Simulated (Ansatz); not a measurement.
# As3P: the cost of one run

Program: Ansatz 0.2.0. Level of theory: DFT PBE, scalar-relativistic, plane waves, PAW. These are calculated values, not measurements.

### Step 1. The structure to begin with

It takes space group P6_3/mmc (No. 194, hexagonal). Conventional cell: a = 6.148 Å, b = 6.148 Å, c = 4.935 Å, α = 90.00°, β = 90.00°, γ = 120.00°. P (site symmetry -6m2) has 12 As at 3.04 to 3.07 Å as nearest neighbours. Around As (site symmetry mm2) lie 4 P at 3.04 to 3.07 Å and 8 As at 3.04 to 3.08 Å.

As a file:

```cif
data_structure
_symmetry_space_group_name_H-M 'P 1'
_symmetry_Int_Tables_number 1
_cell_length_a 6.1482
_cell_length_b 6.1482
_cell_length_c 4.9349
_cell_angle_alpha 90.000
_cell_angle_beta 90.000
_cell_angle_gamma 120.000
_cell_volume 161.55
loop_
_atom_site_label
_atom_site_type_symbol
_atom_site_fract_x
_atom_site_fract_y
_atom_site_fract_z
_atom_site_occupancy
P1 P 0.33333 0.66667 0.25000 1
P2 P 0.66667 0.33333 0.75000 1
As1 As 0.83300 0.66600 0.25000 1
As2 As 0.16700 0.83300 0.75000 1
As3 As 0.33400 0.16700 0.25000 1
As4 As 0.16700 0.33400 0.75000 1
As5 As 0.83300 0.16700 0.25000 1
As6 As 0.66600 0.83300 0.75000 1
```

This is candidate A: Ni3Sn (D0_19) type (P6_3/mmc, No. 194).

(A quick probe on a coarse mesh, which set the mesh and smearing, is not shown.)

### Step 3. Coarse relaxation (candidate A)

The input, input.yaml:

```yaml
crystal:
  lattice:
    - [6.1481714011, 0.0, 0.0]
    - [-3.0740857006, 5.3244726202, 0.0]
    - [0.0, 0.0, 4.934856165]
  atoms:
    - { symbol: P, position: [0.3333333333, 0.6666666667, 0.25] }
    - { symbol: P, position: [0.6666666667, 0.3333333333, 0.75] }
    - { symbol: As, position: [0.833, 0.666, 0.25] }
    - { symbol: As, position: [0.167, 0.833, 0.75] }
    - { symbol: As, position: [0.334, 0.167, 0.25] }
    - { symbol: As, position: [0.167, 0.334, 0.75] }
    - { symbol: As, position: [0.833, 0.167, 0.25] }
    - { symbol: As, position: [0.666, 0.833, 0.75] }
basis:
  ecutwfc: 420
kpoints:
  mp_grid: { grid: [3, 3, 4] }
hamiltonian:
  xc: pbe
scf:
  occupations: { method: gaussian, width: 0.1 }
  lower_state_search: "off"
output:
  forces: true
  stress: true
  eigenvalues: true
relax:
  adjacent_minimum: "off"
  f_tol: 0.04
  max_steps: 70
  cell: { stress_tol: 0.4 }
```

**Question.** How long does this run take on 1 thread of an Arm CPU, shared host, and how much memory does it need?

About 39 s, with a peak of 0.44 GiB.
